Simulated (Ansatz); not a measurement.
Predict the output of the script below (Ansatz 0.2.0, Python API).

Script `eucd_orders.py`:
```python
"""Magnetic orders of EuCd compared."""

import warnings

import ansatz as az
import numpy as np


def count_gap(report):
    # lowest empty less highest filled band, counting bands; zero where they overlap
    return max(report.get("gap_by_band_count_ev") or 0.0, 0.0)

CELL = [
    (3.91685441, 0.0, 0.0),
    (0.0, 3.91685441, 0.0),
    (0.0, 0.0, 7.83370882),
]
ATOMS = [
    ("Eu", (0.5, 0.5, 0.25)),
    ("Cd", (0.0, 0.0, 0.0)),
    ("Eu", (0.5, 0.5, 0.75)),
    ("Cd", (0.0, 0.0, 0.5)),
]


def magnet(moments):
    crystal = az.Crystal(lattice=az.Lattice.of(CELL))
    for (symbol, position), moment in zip(ATOMS, moments):
        crystal = crystal.atom(symbol, position, moment=moment or None)
    return crystal

warnings.simplefilter("ignore", az.DeckWarning)

# starting moments in muB, one an atom
orders = {
    "FM": [7, 0, 7, 0],
    "AFM": [7, 0, -7, 0],
}

rows = []
for label, moments in orders.items():
    setup = magnet(moments).calculation()
    setup = setup.basis(420).kpoints(7, 7, 4, center="gamma")
    setup = setup.pseudopotentials("paw").occupations("fermi_dirac", width=0.05)
    setup = setup.functional("PBEsol").spin("collinear")
    setup = setup.band_table()
    data = setup.run(threads=1).report
    rows.append((label, data["free_energy_ev"], data["magnetization_mub"], data["absolute_magnetization_mub"], max(abs(m) for m in data["site_moments_mub"]), count_gap(data)))
    print(label, "site moments:", [round(m, 2) for m in data["site_moments_mub"]])

lowest = min(row[1] for row in rows)
rows = [(row[0], 1000 * (row[1] - lowest) / 2, *row[2:]) for row in sorted(rows, key=lambda row: row[1])]
print("         order  meV/magnetic atom         net muB    absolute muB  largest site muB  gap by band count eV")
for row in rows:
    print(f"{str(row[0]):>14s}  {row[1]:17.2f}  {row[2]:14.3f}  {row[3]:14.3f}  {row[4]:16.3f}  {row[5]:20.3f}")
print("lowest of these starts:", rows[0][0])
```

```console
$ python eucd_orders.py
FM site moments: [6.83, 0.04, 6.83, 0.04]
AFM site moments: [6.83, 0.0, -6.83, -0.0]
         order  meV/magnetic atom         net muB    absolute muB  largest site muB  gap by band count eV
           AFM               0.00           0.000          14.114             6.829                 0.000
            FM               6.03          14.186          14.191             6.832                 0.000
lowest of these starts: AFM
```

In order of energy: antiferro- or ferrimagnetic (+0.0 meV an atom, largest site moment 6.83 μB) and ferromagnetic (+3.0 meV an atom, largest site moment 6.83 μB). These are the states reached from the starts typed.

The settings weren't tested for convergence. Open f shells: without a Hubbard U, without spin-orbit coupling; the state reached hangs on the start and needn't be the lowest. For a metal this k-point mesh is coarse: on a finer one energies can move by several to tens of meV an atom and pressures by half a GPa or more, differences at one mesh by less. A gap by band count of zero or less means overlapping bands, a metal. The structure comes from a database of computed cells and needn't be a stable or known phase. Levels are Kohn-Sham eigenvalues on this mesh, without spin-orbit coupling. Each row is the state reached from that start at the given structure, not necessarily the lowest of its order; other orders weren't tried. Hardware and time: 45 s on 1 thread of Arm Neoverse V2, on a shared host, peak memory 0.63 GiB.
